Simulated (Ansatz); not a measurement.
**CH5NOSi: geometry optimisation from a Python script**

Aim: a geometry optimisation, for CH5NOSi, run from a script.

Program: Ansatz 0.2.0 through its Python package. Level of theory: r2SCAN+D4/cc-pVDZ. These are calculated values, not measurements.

**1. The structure**

Bond lengths: O1–C2 1.394 Å, C2–N3 1.401 Å, C2–Si4 1.870 Å, N3–Si4 1.643 Å, O1–H5 1.007 Å, C2–H6 1.095 Å, N3–H7 1.018 Å, Si4–H8 1.474 Å, Si4–H9 1.504 Å. Angles (14 of 16 angles, heavy atoms first): O1–C2–N3 110.4°, O1–C2–Si4 118.8°, N3–C2–Si4 58.2°, C2–N3–Si4 75.4°, C2–Si4–N3 46.5°, O1–C2–H6 120.8°, N3–C2–H6 117.7°, Si4–C2–H6 115.0°, C2–O1–H5 111.4°, C2–N3–H7 114.1°, Si4–N3–H7 108.5°, C2–Si4–H8 120.0°, C2–Si4–H9 118.6°, N3–Si4–H8 104.4°.

No structure file is read: the coordinates are typed or built in the script.

**2. The code**

opt.py reads:

```python
'''Minimum-energy structure of CH5NOSi.'''

import itertools

import ansatz as az
from ase.data import atomic_numbers, covalent_radii
import numpy as np

GEOMETRY = '''
O    -0.96240    0.66330   -1.22980
C    -0.44280    0.62150    0.06360
N     0.89250    0.19780    0.03970
Si    0.08060   -1.02860    0.77120
H    -0.72930    1.52720   -1.69230
H    -0.72480    1.37540    0.80610
H     1.21100   -0.12400   -0.87240
H     0.27990   -2.18390   -0.12180
H     0.48390   -1.09510    2.21860
'''

geometry = az.Crystal.molecule()
for line in GEOMETRY.strip().splitlines():
    symbol, *xyz = line.split()
    geometry = geometry.atom(symbol, [float(v) for v in xyz])

model = (
    geometry.calculation()
    .basis(gaussian='cc-pVDZ')
    .functional('r2scan', dispersion='d4')
)
symbols = [site.symbol for site in geometry.cartesian_sites]
start = np.array([site.position_ang for site in geometry.cartesian_sites], dtype=float)
rep = model.relax(force_tolerance=0.02).run(threads=1).report
end = np.array(rep['positions_ang'])

print(f'E = {rep["free_energy_ev"]:.6f} eV = {rep["free_energy_ev"] / 27.211386246:.7f} Ha')
print('converged:', rep['converged'], ' doubts:', rep['published_state_doubts'] or 'none')

# pairs closer than 1.2 times the sum of covalent radii, before or after
radius = [covalent_radii[atomic_numbers[s]] for s in symbols]
span = lambda where, i, j: np.linalg.norm(where[i] - where[j])
bonded = [(i, j) for i, j in itertools.combinations(range(len(symbols)), 2) if min(span(start, i, j), span(end, i, j)) < 1.2 * (radius[i] + radius[j])]
print('pair        before    after (A)')
for i, j in bonded:
    print(f'{symbols[i]}{i}-{symbols[j]}{j}'.ljust(10), f'{span(start, i, j):8.4f} {span(end, i, j):8.4f}')
with open('ch5nosi_opt.xyz', 'w') as handle:
    handle.write(f'{len(symbols)}\nrelaxed CH5NOSi\n')
    handle.writelines(f'{s:2s} {x:11.6f} {y:11.6f} {z:11.6f}\n' for s, (x, y, z) in zip(symbols, end))
```

**3. Launch**

On the command line:

```console
> python opt.py
```

**Question.** What results will this script give? Wanted: total energy; dipole moment; moves of the relaxation; energy gained; last largest force component.

The runs gave:

```
                    quantity           value
                total energy  -12528.5362 eV
               dipole moment          0.98 D
     moves of the relaxation               7
               energy gained        0.955 eV
last largest force component     0.0145 eV/Å
```

What this shows: The relaxation took 7 moves; the largest shift is 0.479 Å, of atom 7 (H). The end point is the stationary point reached from this start; no frequency run checks that it is a minimum, and the basis set is modest.
